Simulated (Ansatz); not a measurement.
# C₂H₃FS, SMILES FC1CS1: an atomisation energy

With Ansatz 0.2.0 through its Python package.

Run as a notebook:

In [1]:
```python
from collections import Counter

import ansatz
```

In [2]:
```python
params = {
    "basis": "6-31G*",
    "xc": "pbe",
}
```

In [3]:
```python
def single_point(molecule, charge=0, unpaired=0):
    calc = molecule.calculation().basis(gaussian=params["basis"]).functional(params["xc"])
    if charge:
        calc = calc.charge(charge)
    if unpaired:
        calc = calc.spin("collinear", total=unpaired)
    report = calc.run(threads=1, pin="off").report
    if report["published_state_doubts"]:
        print("  doubts:", report["published_state_doubts"])
    return report["free_energy_ev"]
```

In [4]:
```python
GEOMETRY = """
F    -1.26400   -1.15960    0.59730
C    -0.72390    0.03190    0.09440
C     0.73160    0.03970   -0.03900
S    -0.04840    0.00350   -1.51420
H    -1.24900    0.90890    0.40490
H     1.29430   -0.85350    0.22970
H     1.32050    0.96110    0.18120
"""
```

In [5]:
```python
c2h3fs = ansatz.Crystal.molecule()
for line in GEOMETRY.strip().splitlines():
    symbol, *xyz = line.split()
    c2h3fs = c2h3fs.atom(symbol, [float(v) for v in xyz])

# unpaired electrons of the ground-state atoms
unpaired = {"F": 1, "C": 2, "S": 2, "H": 1}
counts = Counter(site.symbol for site in c2h3fs.cartesian_sites)
atom_energy = {s: single_point(ansatz.Crystal.molecule().atom(s, (0, 0, 0)), 0, unpaired[s]) for s in counts}
whole = single_point(c2h3fs, 0, 0)
for s, e in atom_energy.items():
    print(f"{s:2s} x{counts[s]}  {e:14.5f} eV")
print(f"C2H3FS: {whole:.5f} eV")
split = sum(counts[s] * e for s, e in atom_energy.items()) - whole
print(f"atomisation energy (no zero-point term): {96.485332 * split:.1f} kJ/mol, {split / sum(counts.values()):.3f} eV an atom")
```
```text
F  x1     -2710.62401 eV
C  x2     -1028.12444 eV
S  x1    -10827.69379 eV
H  x3       -13.53580 eV
C2H3FS: -15663.23043 eV
atomisation energy (no zero-point term): 2707.0 kJ/mol, 4.008 eV an atom
```

2707.0 kJ/mol from the electronic energies, without the zero-point term.

Notes:
- The settings weren't tested for convergence.
- The geometry is a force-field or estimated start, not a minimum of this method, and the basis set is short of its limit. All parts are taken at fixed geometry, without zero-point energy.
- This functional overbinds, so such energies come out a few per cent too high (LDA far more).
- The whole script took 2 s on 1 thread of Arm Neoverse V2, with other jobs on the host, peak memory 0.16 GiB.
